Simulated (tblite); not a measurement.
# C4H12B2OSi: the cost of one run

The runs use tblite 0.8.0 and PySCF 2.14.0, with density-fitted response routines of our own; the level of theory stands in each step. All values are computed, except where a source is named. Atoms are numbered from 0 throughout.

**1. The molecule as given**

20 atoms, charge 0, multiplicity 1; geometry from: force field or distance geometry start.

Bonds of the start (Å): C0–C1 1.34, C1–B2 1.59, B2–O3 1.46, O3–Si4 1.74, C1–B5 1.60, B5–C6 1.60, B5–C7 1.59, C0–H8 1.08, C0–H9 1.10, B2–H10 1.18, Si4–H11 1.47, Si4–H12 1.48, Si4–H13 1.48, C6–H14 1.11, C6–H15 1.11, C6–H16 1.11, C7–H17 1.11, C7–H18 1.11, C7–H19 1.11.

**2. Geometry optimisation with GFN2-xTB**

The job: settings as JSON, then the geometry in Å.

```
{"job": {"kind": "relax", "xc": "GFN2-xTB", "basis": "xTB"}, "charge": 0, "multiplicity": 1}
C      0.089900     1.741500     0.526200
C     -0.068700     0.587700    -0.142400
B      1.154700     0.012900    -0.979900
O      2.424800     0.733500    -1.054600
Si     3.422400    -0.003800     0.160400
B     -1.437900    -0.227400    -0.070700
C     -2.668200     0.329000     0.778400
C     -1.591600    -1.610100    -0.839500
H      1.015500     2.302200     0.489400
H     -0.724300     2.167700     1.126900
H      1.005900    -0.962200    -1.636000
H      3.606600    -1.435400    -0.139400
H      2.812400     0.162000     1.494800
H      4.742100     0.655800     0.147500
H     -2.376600     0.430900     1.849300
H     -3.537800    -0.362700     0.727300
H     -2.973200     1.321600     0.394300
H     -0.840300    -2.342400    -0.477800
H     -1.459400    -1.447500    -1.926300
H     -2.601600    -2.042700    -0.669700
```

On the command line:

```console
$ OMP_NUM_THREADS=1 python probes_run.py task.json out
```

This one command runs all jobs of the session in turn.

**Question.** How long does this first job take on 1 thread of Arm Neoverse N1, shared host, and how much memory does it need?

About 3.7 s, with a peak of 0.18 GiB.
